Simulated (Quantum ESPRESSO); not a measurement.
**AgAu under changes of volume**

One of the cells (17.522 Å³/atom); the others are scaled copies at fixed shape and fractional positions:

```xyz
2
Lattice="2.9352 0.0000 0.0000 -1.4676 2.5419 0.0000 0.0000 0.0000 4.6969" Properties=species:S:1:pos:R:3 pbc="T T T"
Au    1.4676    0.8473    0.0000
Ag    0.0000    0.0000    2.3485
```

The cell comes from a database or a generator and needn't be the stable form of this composition.

- Program: Quantum ESPRESSO 7.5
- Functional: r2SCAN
- Potentials or basis: SG15 PBE 1.2
- Cutoff: 952 eV
- Density cutoff: 3810 eV
- k mesh: 6 × 6 × 4
- Occupations: fermi-dirac, width 0.05 eV
- Spin: no spin polarisation

| volume (Å³/atom) | energy over the lowest point (meV/atom) | pressure (GPa) |
| --- | --- | --- |
| 16.470 | 27.96 | 8.8 |
| 16.821 | 11.79 | 5.5 |
| 17.171 | ? | ? |
| 17.522 | 0.00 | -0.2 |
| 17.872 | 2.82 | -2.5 |
| 18.223 | 10.32 | -4.5 |
| 18.573 | 21.79 | -6.2 |

Q: What does the run at 17.171 Å³/atom give?

A: Energy over the lowest point 2.71 meV/atom; pressure 2.4 GPa.

Worked out: A Birch-Murnaghan fit of order 3 (a polynomial in V^(-2/3)) to the other rows has its minimum at 17.51 Å³/atom with B0 = V·E''(V) = 125 GPa and B' = 6.1 at fixed shape and positions, which overstates the stiffness. It gives 2.77 meV/atom at 17.171 Å³/atom, against the run's 2.71, and -dE/dV = 2.6 GPa, against 2.4.

Energies are extrapolated to zero smearing.

Caveats: all runs use coarse meshes; the potentials were made for another functional, which shifts forces and pressure.
